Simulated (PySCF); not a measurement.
# SeSi (SiSe): the cost of one run

Computed with PySCF 2.14.0, with density-fitted response routines of our own, on a single molecule in the gas phase. Atoms are numbered from 0 throughout.

## Step 1: The starting structure

2 atoms, charge 0, multiplicity 1; geometry from: GFN2-xTB. The atoms were then displaced at random by about 0.03 Å, so the start is not that level's minimum.

Bonds of the start (Å): Si0–Se1 2.20.

## Step 2: Relaxing the molecule at PBE0-D3(BJ)/def2-SVP

The job: settings as JSON, then the geometry in Å.

```
{"job": {"xc": "PBE0", "basis": "def2-SVP", "d3": "d3bj", "grid": 1, "shake": 0.03, "kind": "geom"}, "charge": 0, "multiplicity": 1}
Si     1.126110    -0.082230     0.006590
Se    -1.076400    -0.005480    -0.028820
```

Command:

```bash
OMP_NUM_THREADS=1 python probes_run.py task.json out
```

The driver reads the jobs from task.json and runs them one after another.

**Question.** How long does this first job take on 1 thread of Arm Neoverse N1, shared host, and how much memory does it need?

About 4.4 s, with a peak of 0.24 GiB.
